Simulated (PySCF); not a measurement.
# CH8SSeSi2: the cost of one run

Programs: PySCF 2.14.0, with density-fitted response routines of our own. Each step states its level of theory. These are calculated values for one molecule in the gas phase, unless marked as measured. Atoms are numbered from 0 throughout.

**1. The molecule as given**

13 atoms, charge 0, multiplicity 1; geometry from: GFN2-xTB. The atoms were then displaced at random by about 0.01 Å, so the start is not that level's minimum.

Bonds of the start (Å): Si0–C1 1.93, C1–S2 1.84, S2–Si3 2.11, Si3–Se4 2.30, Si0–H5 1.43, Si0–H6 1.48, Si0–H7 1.45, C1–H8 1.07, C1–H9 1.08, Si3–H10 1.47, Si3–H11 1.45, Se4–H12 1.44.

**2. Relaxing the molecule at PBE0-D3(BJ)/def2-SVP**

What the job is given:

```
{"job": {"xc": "PBE0", "basis": "def2-SVP", "d3": "d3bj", "grid": 1, "shake": 0.01, "kind": "geom"}, "charge": 0, "multiplicity": 1}
Si     2.256540     0.153620     0.186540
C      0.846450    -0.125560    -1.096440
S     -0.660600     0.867710    -0.741080
Si    -1.665710    -0.455520     0.552260
Se    -3.678120     0.531280     1.061120
H      3.377460    -0.616630    -0.251460
H      2.547010     1.604350     0.198370
H      1.772780    -0.265660     1.484950
H      1.160860     0.204890    -2.067780
H      0.547400    -1.166010    -1.149520
H     -1.957670    -1.708910    -0.151010
H     -0.967240    -0.693970     1.803960
H     -3.573330     1.653510     0.159760
```

Started as:

```
$ OMP_NUM_THREADS=1 python probes_run.py task.json out
```

This one command runs all jobs of the session in turn.

**Question.** How long does this first job take on 1 thread of Arm Neoverse V2, shared host, and how much memory does it need?

About 2.5 min, with a peak of 0.57 GiB.
